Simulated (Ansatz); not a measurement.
# VSi15C16: the cost of one run

Program: Ansatz 0.2.0. Level of theory: DFT, PBE, plane-wave PAW, default files, scalar-relativistic, as far as a step names no other. These are calculated values, not measurements.

## Step 1: The structure to begin with

Symmetry: P3m1, No. 156, trigonal system. The conventional cell has a = 6.152 Å, b = 6.152 Å, c = 10.096 Å, α = 90.00°, β = 90.00°, γ = 120.00°. Around V (site symmetry 3m) lie 4 C at 1.87 to 1.94 Å. Around Si (site symmetry 3m) lie 4 C at 1.87 to 1.94 Å. Si (site symmetry m) is surrounded by 4 C at 1.87 to 1.94 Å. Only part of the 16 independent sites is listed.

Structure file:

```
V Si C
1.0
     6.15200    0.00000    0.00000
    -3.07600    5.32779    0.00000
     0.00000    0.00000   10.09600
V Si C
1 15 16
Direct
  0.16667 0.33333 0.00000
  0.16667 0.33333 0.50000
  0.16667 0.83333 0.00000
  0.16667 0.83333 0.50000
  0.66667 0.33333 0.00000
  0.66667 0.33333 0.50000
  0.66667 0.83333 0.00000
  0.66667 0.83333 0.50000
  0.33333 0.16667 0.25000
  0.33333 0.16667 0.75000
  0.33333 0.66667 0.25000
  0.33333 0.66667 0.75000
  0.83333 0.16667 0.25000
  0.83333 0.16667 0.75000
  0.83333 0.66667 0.25000
  0.83333 0.66667 0.75000
  0.16667 0.33333 0.19250
  0.16667 0.33333 0.69250
  0.16667 0.83333 0.19250
  0.16667 0.83333 0.69250
  0.66667 0.33333 0.19250
  0.66667 0.33333 0.69250
  0.66667 0.83333 0.19250
  0.66667 0.83333 0.69250
  0.33333 0.16667 0.44250
  0.33333 0.16667 0.94250
  0.33333 0.66667 0.44250
  0.33333 0.66667 0.94250
  0.83333 0.16667 0.44250
  0.83333 0.16667 0.94250
  0.83333 0.66667 0.44250
  0.83333 0.66667 0.94250
```

Atom 1 of the input is the impurity.

## Step 2: Gradients at the starting positions

File input.yaml:

```yaml
crystal:
  lattice:
    - [6.152, 0.0, 0.0]
    - [-3.076, 5.327788284, 0.0]
    - [0.0, 0.0, 10.096]
  atoms:
    - { symbol: V, position: [0.1666666666, 0.3333333334, 0.0] }
    - { symbol: Si, position: [0.1666666666, 0.3333333334, 0.5] }
    - { symbol: Si, position: [0.1666666666, 0.8333333334, 0.0] }
    - { symbol: Si, position: [0.1666666666, 0.8333333334, 0.5] }
    - { symbol: Si, position: [0.6666666666, 0.3333333334, 0.0] }
    - { symbol: Si, position: [0.6666666666, 0.3333333334, 0.5] }
    - { symbol: Si, position: [0.6666666666, 0.8333333334, 0.0] }
    - { symbol: Si, position: [0.6666666666, 0.8333333334, 0.5] }
    - { symbol: Si, position: [0.3333333334, 0.1666666666, 0.25] }
    - { symbol: Si, position: [0.3333333334, 0.1666666666, 0.75] }
    - { symbol: Si, position: [0.3333333334, 0.6666666666, 0.25] }
    - { symbol: Si, position: [0.3333333334, 0.6666666666, 0.75] }
    - { symbol: Si, position: [0.8333333334, 0.1666666666, 0.25] }
    - { symbol: Si, position: [0.8333333334, 0.1666666666, 0.75] }
    - { symbol: Si, position: [0.8333333334, 0.6666666666, 0.25] }
    - { symbol: Si, position: [0.8333333334, 0.6666666666, 0.75] }
    - { symbol: C, position: [0.1666666666, 0.3333333334, 0.1925] }
    - { symbol: C, position: [0.1666666666, 0.3333333334, 0.6925] }
    - { symbol: C, position: [0.1666666666, 0.8333333334, 0.1925] }
    - { symbol: C, position: [0.1666666666, 0.8333333334, 0.6925] }
    - { symbol: C, position: [0.6666666666, 0.3333333334, 0.1925] }
    - { symbol: C, position: [0.6666666666, 0.3333333334, 0.6925] }
    - { symbol: C, position: [0.6666666666, 0.8333333334, 0.1925] }
    - { symbol: C, position: [0.6666666666, 0.8333333334, 0.6925] }
    - { symbol: C, position: [0.3333333334, 0.1666666666, 0.4425] }
    - { symbol: C, position: [0.3333333334, 0.1666666666, 0.9425] }
    - { symbol: C, position: [0.3333333334, 0.6666666666, 0.4425] }
    - { symbol: C, position: [0.3333333334, 0.6666666666, 0.9425] }
    - { symbol: C, position: [0.8333333334, 0.1666666666, 0.4425] }
    - { symbol: C, position: [0.8333333334, 0.1666666666, 0.9425] }
    - { symbol: C, position: [0.8333333334, 0.6666666666, 0.4425] }
    - { symbol: C, position: [0.8333333334, 0.6666666666, 0.9425] }
total_charge: 1
kpoints:
  mp_grid: { grid: [4, 4, 2] }
scf:
  occupations: { method: fermi_dirac, width: 0.01 }
hamiltonian:
  xc: pbe
  pseudopotentials: { kind: paw }
output:
  forces: true
  stress: true
  populations: true
  efg: { quadrupole_moments_barn: { V: -0.052 }, contact_densities: true }
  write_density: true
  write_potential: true
  elf: true
  volumetric_format: npy
```

Run with:

```
$ ansatz run input.yaml --threads 1 --pin off --max-ram 3072MiB --backend cpu --events-out ev --progress --plain --runs-dir out
```

What time and memory should one allow on 1 thread of Arm Neoverse V2, shared host?

About 33 s, with a peak of 0.66 GiB.
